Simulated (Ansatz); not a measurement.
The system is SrMg6Ni.

```
Sr Ni Mg
1.0
     4.48525    0.00000    0.00000
     0.00000    3.12818    7.11880
     0.00000   -3.12818    7.11880
Sr Ni Mg
1 1 6
Cartesian
  2.2426 0.0000 10.2261
  0.0000 0.0000 12.7540
  2.2426 0.0000 1.9015
  2.2426 -1.6083 6.0123
  2.2426 1.6083 6.0123
  0.0000 0.0000 4.3452
  0.0000 -1.5414 7.8495
  0.0000 1.5414 7.8495
```

The cell comes from a database or a generator and needn't be the stable form of this composition.

| Item | Value |
| --- | --- |
| Program | Ansatz 0.2.0 |
| Task | single point |
| Functional | PBE |
| Potentials or basis | Ansatz PAW |
| Cutoff | 420 eV (not typed: the program's choice for these potentials) |
| k mesh | 6 × 5 × 5 |
| Occupations | fermi-dirac, width 0.05 eV |
| Spin | collinear spin, ferromagnetic start |
| Starting moments | [0.0, 1.0, 0.0, 0.0, 0.0, 0.0, 0.0, 0.0] μB |

On this cell: pressure -0.1 GPa; largest force 0.053 eV/Å; net moment 0.00 μB per cell; band gap on the k mesh none (metal or under the smearing width).

The same run follows on a disturbed copy (atoms moved at random, drawn with an rms of 0.05 Å):

```
Sr Ni Mg
1.0
     4.48525    0.00000    0.00000
     0.00000    3.12818    7.11880
     0.00000   -3.12818    7.11880
Sr Ni Mg
1 1 6
Direct
  0.50736 0.72113 0.71407
  0.00180 0.89323 0.89634
  0.49656 0.13478 0.13320
  0.50010 0.16136 0.68377
  0.49920 0.67502 0.16970
  0.99101 0.30049 0.31274
  0.00787 0.30433 0.80210
  0.99916 0.79199 0.30600
```

What does the disturbed cell give?

The energy (extrapolated to zero smearing) moves by +1.4 meV/atom; pressure -0.1 GPa; largest force 0.201 eV/Å; net moment 0.00 μB per cell; band gap on the k mesh none (metal or under the smearing width).

Forces on the atoms (eV/Å):
```
Sr  -0.025 -0.091  0.059
Ni  -0.025  0.009  0.054
Mg   0.081 -0.037 -0.003
Mg   0.053 -0.044  0.057
Mg  -0.014  0.095 -0.090
Mg   0.091  0.015 -0.007
Mg  -0.159  0.049 -0.111
Mg  -0.001  0.004  0.041
```

Stress tensor (GPa, compression positive):
```
 0.28 -0.08 -0.10
-0.08 -0.14 -0.05
-0.10 -0.05 -0.49
```

Caveats: the starting moments weren't kept.
